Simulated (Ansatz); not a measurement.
Working through a single point in a Gaussian basis of C3H7ClSi, SMILES CC=C[SiH2]Cl

With Ansatz's Python interface.

At the Python prompt:
```pycon
>>> from pathlib import Path
>>> import json
>>> import ansatz as az
>>> from ase import Atoms
>>> atoms = Atoms(["C", "C", "C", "Si", "Cl", "H", "H", "H", "H", "H", "H", "H"], positions=[
...     (-0.795, 0.139, 1.5104),
...     (0.549, 0.3082, 0.9716),
...     (0.9691, 0.0552, -0.2811),
...     (0.19, -0.5306, -1.7542),
...     (-0.7504, 1.1475, -2.512),
...     (-1.1873, 1.1713, 1.8659),
...     (-0.8317, -0.5203, 2.3385),
...     (-1.5217, -0.147, 0.7446),
...     (1.2813, 0.6844, 1.7477),
...     (2.059, 0.2154, -0.446),
...     (-0.9631, -1.5173, -1.4006),
...     (1.0778, -1.0611, -2.7508),
... ])
>>> system = az.Crystal.molecule_from_ase(atoms)
>>> base = system.calculation().basis(gaussian="def2-SVP").functional("PBE0").accuracy("medium").orbitals()
>>> done = base.run(threads=1, pin="off", runs_dir="runs")

>>> report = done.report
>>> report["reference_energy_ev"]
-23605.724314797186
>>> for key in ("converged", "free_energy_ev", "reference_energy_ev", "n_frozen", "n_occupied", "n_virtual"):
...     print(f"{key:22s} {report[key]}")
...
converged              True
free_energy_ev         -23605.724314797186
reference_energy_ev    -23605.724314797186
n_frozen               0
n_occupied             [28, 28]
n_virtual              [85, 85]
>>> state = report["mean_field"]["state"]
>>> print(f"mean field: {state['energy']['hartree']:.7f} Ha, <S^2> = {abs(state['spin_squared']):.4f}, stability: {state.get('stability', {}).get('kind')}")
mean field: -867.4943680 Ha, <S^2> = 0.0000, stability: minimum
>>> lines = Path(report["orbitals_path"]).read_text().splitlines()
>>> field_of = lambda key: [line.split("=")[1].strip() for line in lines if line.startswith(key)]
>>> orbitals = [(27.211386 * float(e), s, float(n)) for e, s, n in zip(field_of("Ene="), field_of("Spin="), field_of("Occup="))]
>>> homo = max(e for e, _, n in orbitals if n > 0.5)
>>> lumo = min(e for e, _, n in orbitals if n < 0.5)
>>> for e, spin, n in sorted(orbitals):
...     if homo - 15 < e < lumo + 5:
...         print(f"{spin:6s} {e:10.3f} eV  occupation {n:.0f}")
...
Alpha     -22.243 eV  occupation 2
Alpha     -19.463 eV  occupation 2
Alpha     -16.188 eV  occupation 2
Alpha     -14.040 eV  occupation 2
Alpha     -13.535 eV  occupation 2
Alpha     -12.035 eV  occupation 2
Alpha     -11.628 eV  occupation 2
Alpha     -10.884 eV  occupation 2
Alpha     -10.438 eV  occupation 2
Alpha     -10.359 eV  occupation 2
Alpha      -9.526 eV  occupation 2
Alpha      -8.577 eV  occupation 2
Alpha      -8.245 eV  occupation 2
Alpha      -7.633 eV  occupation 2
Alpha      -0.876 eV  occupation 0
Alpha       1.357 eV  occupation 0
Alpha       1.550 eV  occupation 0
Alpha       2.036 eV  occupation 0
Alpha       2.586 eV  occupation 0
Alpha       2.760 eV  occupation 0
Alpha       3.171 eV  occupation 0
Alpha       3.800 eV  occupation 0
>>> with open("c3h7clsi.json", "w") as handle:
...     json.dump({k: report[k] for k in ("free_energy_ev", "reference_energy_ev", "n_occupied", "n_virtual")}, handle, indent=1)
...
```

It writes `c3h7clsi.json`:
```json
{
 "free_energy_ev": -23605.724314797186,
 "reference_energy_ev": -23605.724314797186,
 "n_occupied": [
  28,
  28
 ],
 "n_virtual": [
  85,
  85
 ]
}
```

What to keep in mind:
- The settings weren't tested for convergence.
- The geometry is a force-field or estimated start, not a minimum of this method, and the basis set is short of its limit.
- Alpha marks a spatial orbital of a restricted run, filled by both spins.
- Levels such as HOMO and LUMO are orbital energies: with these approximate functionals they aren't the ionisation energy and electron affinity, and their gap isn't the fundamental gap.
- The whole script took 4.8 s on 1 thread of Arm Neoverse V1, on a shared host, peak memory 0.34 GiB.

(Lines on the test bed's own set-up are left out of the output.)
